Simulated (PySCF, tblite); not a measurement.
# C9H7 radical: geometry, infrared bands and EPR parameters

Aim: predict the infrared bands and EPR parameters of C9H7 radical (`C#Cc1[c]c(C)ccc1`).

Programs: tblite 0.8.0 and PySCF 2.14.0, with density-fitted response routines of our own. Each step states its level of theory. These are calculated values for one molecule in the gas phase, unless marked as measured. Atoms are numbered from 0 throughout.

## (1) Starting geometry

16 atoms, charge 0, multiplicity 2; geometry from: force field or distance geometry start.

Bonds of the start (Å): C0–C1 1.21, C1–C2 1.42, C2–C3 1.41, C3–C4 1.40, C4–C5 1.50, C4–C6 1.40, C6–C7 1.40, C7–C8 1.39, C8–C2 1.40, C0–H9 1.06, C5–H10 1.09, C5–H11 1.09, C5–H12 1.10, C6–H13 1.09, C7–H14 1.08, C8–H15 1.08.

## (2) Geometry optimisation with GFN2-xTB

What the job is given:

```
{"job": {"kind": "relax", "xc": "GFN2-xTB", "basis": "xTB"}, "charge": 0, "multiplicity": 2}
C      3.278100     1.790000     0.950700
C      2.323400     1.129600     0.609600
C      1.218500     0.326000     0.227000
C     -0.074500     0.878400     0.280700
C     -1.187000     0.116800    -0.092700
C     -2.563000     0.705400     0.012600
C     -0.999000    -1.196100    -0.537800
C      0.290700    -1.739600    -0.596000
C      1.395200    -0.983100    -0.222100
H      4.098200     2.386100     1.251300
H     -3.195500     0.370500    -0.814100
H     -2.524500     1.796900    -0.020700
H     -3.022800     0.404800     0.971200
H     -1.849500    -1.808700    -0.825600
H      0.420100    -2.758000    -0.941000
H      2.384000    -1.409700    -0.264600
```

Started as:

```console
$ OMP_NUM_THREADS=1 python probes_run.py task.json out
```

One launch serves the whole session: the jobs run in the order shown.

**Question.** This job is followed by: GFN2-xTB harmonic vibrations, gas phase; UKS B3LYP, pcH-1 on C H, non-relativistic, mean-field spin-orbit, GIAO. What will the session give for the following? strongest single infrared mode (GFN2-xTB); zero-point energy (GFN2-xTB); g(iso) (B3LYP); ⟨S²⟩; largest a(iso) (averaged by class); potential on the surface of density 0.002 e/bohr³, 1st and 99th percentile.

As calculated:

| quantity | value |
| --- | --- |
| strongest single infrared mode (GFN2-xTB) | 3079 cm⁻¹, 42 km/mol |
| zero-point energy (GFN2-xTB) | 75.5 kcal/mol |
| g(iso) (B3LYP) | 2.00222 |
| ⟨S²⟩ | 0.758 (exact 0.75) |
| largest a(iso) (averaged by class) | 13C on C3, 404.7 MHz |
| potential on the surface of density 0.002 e/bohr³, 1st and 99th percentile | -0.86 V and 1.37 V |

**Reading.** Over 30 steps the energy fell by 0.119 eV; of the close pairs, C2–C3 changed most, 1.407 to 1.372 Å. The lowest mode is imaginary (40i cm⁻¹), so the xTB geometry is not a minimum: the zero-point energy counts the real modes alone, and all values at this geometry belong to a saddle point. The strongest single mode, at 3079 cm⁻¹, moves mainly H15 and H14. Unscaled tight-binding wavenumbers are off by several per cent, some by more. Its intensities can rank the bands wrongly. C3 carries the largest spin population, 1.03 e. The isotropic g lies 0.1 ppt below the free-electron value. The conformer search found further structures of the same energy, which may be mirror or relabelled copies of this one.
